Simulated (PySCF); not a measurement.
**TcSe: from the state search to spectroscopic constants**

What are the lowest state that PBE0 finds, the bond length, vibrational wavenumber and bond energy of TcSe, and how much do these hang on the method?

Program: PySCF 2.14.0. Level of theory: Tc x2c-TZVPPall, Se x2c-TZVPPall, spin-free X2C with a Gaussian nucleus. These are calculated values, not measurements.

### Step 1. Input

The job is set up so:

```json
{"atoms": "Tc, Se", "charge": "0", "basis": "Tc x2c-TZVPPall, Se x2c-TZVPPall", "Hamiltonian": "spin-free X2C with a Gaussian nucleus", "basis functions": "127", "electrons treated": "77", "masses in u": "98.9072, 79.9165", "levels": "PBE0, PBE, r²SCAN, M06-2X, PBEsol, revPBE, BP86, ωB97M-V, HF, MP2, SCS-MP2", "grid": "80 radial by 434 angular points", "occupations": "held fixed by the projection of orbital angular momentum", "dissociation limit": "Tc + Se, each in its ground configuration", "starting distance in angstrom": "2.355", "values of 2S to try": "1, 3, 5, 7, 9"}
```

Command:

```sh
OMP_NUM_THREADS=2 python dia.py task.json out
```

After this run come: PBE0 along the bond; Other states along the same grid; PBE; r²SCAN (meta-GGA); M06-2X (hybrid meta-GGA); PBEsol (GGA); revPBE (GGA); BP86; ωB97M-V (range-separated hybrid); ROHF.

Before running it: what results should come out? Wanted: for each run, Re; ωe; De; μ.

As calculated:

Lowest PBE0 solution found, without spin–orbit coupling: ⁶Σ⁺ (sextet), unpaired electrons σ ↑, π ↑↑, δ ↑↑. State 2 has its PBE0 minimum 0.89 eV higher, as a spin-mixed determinant (⟨S²⟩ = 4.78), so this is no gap between pure states. State 3 has its PBE0 minimum 0.93 eV higher, as a spin-mixed determinant (⟨S²⟩ = 4.12), so this is no gap between pure states. State 4 has its PBE0 minimum 1.09 eV higher, as a spin-mixed determinant (⟨S²⟩ = 4.08), so this is no gap between pure states. The other levels ran on the lowest alone.

```csv
level,Re (Å),ωe (cm⁻¹),De (eV),μ (D)
ROHF,2.322,314,1.11,-8.25
ROHF-MP2,2.184,392,3.55,n/a
ROHF-SCS-MP2,2.205,375,3.19,n/a
PBE,2.259,343,4.73,-3.75
PBEsol,2.238,355,5.10,-3.66
revPBE,2.268,338,4.51,-3.81
BP86,2.261,342,4.71,-3.70
r²SCAN,2.248,353,4.51,-4.22
PBE0,2.246,354,4.08,-4.64
M06-2X,2.256,347,3.05,-5.02
ωB97M-V,2.238,363,3.38,-5.09
```

De is counted to Tc + Se in their ground configurations. A positive dipole means Tc(−)Se(+).

In words: The methods spread over 0.138 Å in bond length, from ROHF-MP2 to ROHF. Among the levels with a De in the table, it runs from 1.11 eV (ROHF) to 5.10 eV (PBEsol).

Correlated steps freeze 23 core orbitals. With d or f electrons several states lie close, and the lowest PBE0 determinant need not be the measured ground state. Spin–orbit coupling is left out.
